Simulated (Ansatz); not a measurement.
# CAM-B3LYP/def2-SVP (core potential) run of InCl2F (SMILES [F][In]([Cl])[Cl])

What is the electronic atomisation energy of InCl2F at CAM-B3LYP/def2-SVP (core potential)? 

The results are computed with Ansatz 0.2.0.

38 further runs of the same task are left out: 7 that didn't finish, 31 set aside as unsound or not needed. Runs told in other sessions of the task aren't counted.

**1. The structure to begin with**

InCl2F: 4 atoms, total charge 0, spin state singlet. SMILES: `[F][In]([Cl])[Cl]`. Geometry: relaxed at PBE0-D4/def2-TZVP.

Bond lengths: F1–In2 1.926 Å, In2–Cl3 2.285 Å, In2–Cl4 2.285 Å. Angles: F1–In2–Cl3 117.6°, F1–In2–Cl4 117.6°, Cl3–In2–Cl4 124.8°.

**2. A single-point energy at CAM-B3LYP/def2-SVP (core potential)**

molecule.yaml

```yaml
crystal:
  periodic: [false, false, false]
  atoms:
    - {symbol: F, position_ang: [0.230900, 0.992100, 1.678900]}
    - {symbol: In, position_ang: [0.019100, 0.009200, 0.035600]}
    - {symbol: Cl, position_ang: [1.200200, -1.933300, -0.195800]}
    - {symbol: Cl, position_ang: [-1.394700, 0.871700, -1.539000]}
basis:
  gaussian: {orbitals: def2-SVP}
hamiltonian: {xc: {name: CAM-B3LYP}}
accuracy: high
output: {orbitals: {seedname: orbitals}}
```

The run is started by

```
$ ansatz run molecule.yaml --threads 1 --pin off --max-ram 3480MiB --events-out events.jsonl --progress --plain --runs-dir runs
```

What it wrote:

```text
Warning: RAYON_NUM_THREADS=1 ignored (pool sized by the plan → 1); use --threads N
Functional definition: CAM-B3LYP
  name "CAM-B3LYP"
  parameter alpha = 0.19
  parameter beta = 0.46
  parameter omega = 0.33/bohr
  parameter ac = 0.81
  exchange = (1 - alpha - beta)*b88_x + beta*b88_x_sr(omega) + alpha*exact_x + beta*exact_x_lr(omega)
  correlation = (1 - ac)*vwn5_c + ac*lyp_c
1561 factors; integrals over basis functions are off by at most 3.4e-9 eV
362 factors; integrals over basis functions are off by at most 1.5e-9 eV
mean field evaluation 1: about -32925.1136 eV, gradient 4.1e1 eV
mean field evaluation 2: about -32920.2420 eV, gradient 7.2e1 eV
mean field evaluation 4: about -32928.4829 eV, gradient 1.7e0 eV
mean field evaluation 8: about -32928.5405 eV, gradient 1.1e-1 eV
mean field evaluation 16: about -32928.5405 eV, gradient 1.5e-5 eV
mean field -32928.54048299 eV, -1210.1015429833 hartree, gradient 6.4e-8 eV, S^2 0.000000; 0 other end points of the search recorded, 0 dependent functions left out
reference -32928.54050179 eV, -1210.1015436743 hartree; 32, 32 occupied and 44, 44 virtual orbitals, 1561 factors
Total energy: -32928.54050179 eV, -1210.1015436743 hartree
```

Run time: 6.6 s. Hardware: 1 thread of Arm Neoverse V2, shared host; peak memory 0.28 GiB.

**3. The Cl atom, same level**

input.yaml

```yaml
basis:
  gaussian:
    orbitals: def2-SVP
crystal:
  periodic: [false, false, false]
  atoms:
    - {symbol: Cl, position_ang: [0.000000, 0.000000, 0.000000]}
magnetization:
  spin_polarized: true
  initial_magnetization: 1
hamiltonian:
  xc: {name: CAM-B3LYP}
accuracy: high
```

Run the same way, it converges to -460.00469 Eh (log not shown).

**4. The F atom**

job.yaml

```yaml
crystal:
  periodic: [false, false, false]
  atoms:
    - {symbol: F, position_ang: [0.000000, 0.000000, 0.000000]}
basis:
  gaussian:
    orbitals: def2-SVP
accuracy: high
hamiltonian:
  xc: {name: CAM-B3LYP}
magnetization:
  spin_polarized: true
  initial_magnetization: 1
```

Run the same way, it converges to -99.61656 Eh (log not shown).

**5. The In atom**

in.yaml

```yaml
basis:
  gaussian:
    orbitals: def2-SVP
crystal:
  periodic: [false, false, false]
  atoms:
    - {symbol: In, position_ang: [0.000000, 0.000000, 0.000000]}
hamiltonian:
  xc: {name: CAM-B3LYP}
magnetization:
  spin_polarized: true
  initial_magnetization: 1
accuracy: high
```

The run is started by

```
$ ansatz run in.yaml --threads 1 --pin off --max-ram 3480MiB --events-out events.jsonl --progress --plain --runs-dir runs
```

What it wrote, shortened:

```text
Warning: RAYON_NUM_THREADS=1 ignored (pool sized by the plan → 1); use --threads N
[... 8 set-up lines as earlier in the session ...]
230 factors; integrals over basis functions are off by at most 1.2e-9 eV
105 factors; integrals over basis functions are off by at most 1.2e-9 eV
mean field evaluation 1: about -5172.5087 eV, gradient 1.8e0 eV
mean field evaluation 2: about -5172.5433 eV, gradient 4.9e-1 eV
mean field evaluation 4: about -5172.5457 eV, gradient 4.9e-1 eV
mean field evaluation 8: about -5172.5486 eV, gradient 1.9e-3 eV
mean field evaluation 16: about -5172.5486 eV, gradient 2.2e-8 eV
mean field -5172.54859968 eV, -190.0876549589 hartree, gradient 4.6e-8 eV, S^2 0.752399; 0 other end points of the search recorded, 0 dependent functions left out
reference -5172.54861022 eV, -190.0876553462 hartree; 11, 10 occupied and 15, 16 virtual orbitals, 230 factors
Total energy: -5172.54861022 eV, -190.0876553462 hartree
```

Run time: 1.5 s. Hardware: 1 thread of Arm Neoverse V2, shared host; peak memory 0.1 GiB.

**6. Results**

Level: CAM-B3LYP/def2-SVP (core potential).

| quantity | value |
| --- | --- |
| molecule: total energy | -1210.10154 Eh |
| molecule: HOMO energy | -10.76 eV |
| molecule: LUMO energy | -1.81 eV |
| molecule: HOMO–LUMO gap | 8.95 eV |
| Cl atom: total energy | -460.00469 Eh |
| Cl atom: ⟨S²⟩ | 0.752 |
| F atom: total energy | -99.61656 Eh |
| F atom: ⟨S²⟩ | 0.751 |
| In atom: total energy | -190.08766 Eh |
| In atom: ⟨S²⟩ | 0.752 |
| electronic atomisation energy | 10.557 eV |

Taking the molecule apart into free atoms costs 10.56 eV (1019 kJ/mol), before zero-point energy and without spin-orbit coupling.
